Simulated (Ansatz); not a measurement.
# CaNbI6: the cost of one run

Program: Ansatz 0.2.0. Level of theory: DFT PBE, scalar-relativistic, plane waves, PAW. These are calculated values, not measurements.

### 1 The starting structure

Symmetry: Fm-3m, No. 225, cubic system. Conventional cell: a = 11.162 Å, b = 11.162 Å, c = 11.162 Å, α = 90.00°, β = 90.00°, γ = 90.00°. Ca (site symmetry m-3m) has 6 I at 3.14 Å as nearest neighbours. Around Nb (site symmetry m-3m) lie 6 I at 2.44 Å. I (site symmetry 4mm) has 1 Nb at 2.44 Å and 1 Ca at 3.14 Å as nearest neighbours.

As a file:

```
CELL_PARAMETERS angstrom
0.00000 5.58083 5.58083
5.58083 0.00000 5.58083
5.58083 5.58083 0.00000
ATOMIC_POSITIONS crystal
Ca 0.50000 0.50000 0.50000
Nb 0.00000 0.00000 0.00000
I 0.78163 0.78163 0.21837
I 0.21837 0.78163 0.21837
I 0.78163 0.21837 0.21837
I 0.21837 0.21837 0.78163
I 0.78163 0.21837 0.78163
I 0.21837 0.78163 0.78163
```

Recipe of the guess: species swapped into a database cell of NaAsF6 (Fm-3m, No. 225), with Ca on the Na sites, Nb on the As sites and I on the F sites. Its size is a rough estimate.

### 2 A first look at the guess

input.yaml

```yaml
crystal:
  lattice:
    - [0.0, 5.58083264, 5.58083264]
    - [5.58083264, 0.0, 5.58083264]
    - [5.58083264, 5.58083264, 0.0]
  atoms:
    - { symbol: Ca, position: [0.5, 0.5, 0.5] }
    - { symbol: Nb, position: [0.0, 0.0, 0.0] }
    - { symbol: I, position: [0.78162986, 0.78162986, 0.21837014] }
    - { symbol: I, position: [0.21837014, 0.78162986, 0.21837014] }
    - { symbol: I, position: [0.78162986, 0.21837014, 0.21837014] }
    - { symbol: I, position: [0.21837014, 0.21837014, 0.78162986] }
    - { symbol: I, position: [0.78162986, 0.21837014, 0.78162986] }
    - { symbol: I, position: [0.21837014, 0.78162986, 0.78162986] }
basis:
  ecutwfc: 420
kpoints:
  mp_grid: { grid: [4, 4, 4] }
hamiltonian:
  xc: pbe
scf:
  occupations: { method: gaussian, width: 0.1 }
  lower_state_search: "off"
output:
  forces: true
  stress: true
  eigenvalues: true
```

Launch:

```
> ansatz run input.yaml --threads 1 --pin off --max-ram 2560MiB --backend cpu --events-out ev --progress --plain --runs-dir out
```

**Question.** How long does this run take on 1 thread of Intel Xeon at 2.70GHz, shared host, and how much memory does it need?

About 36 s, with a peak of 0.66 GiB.
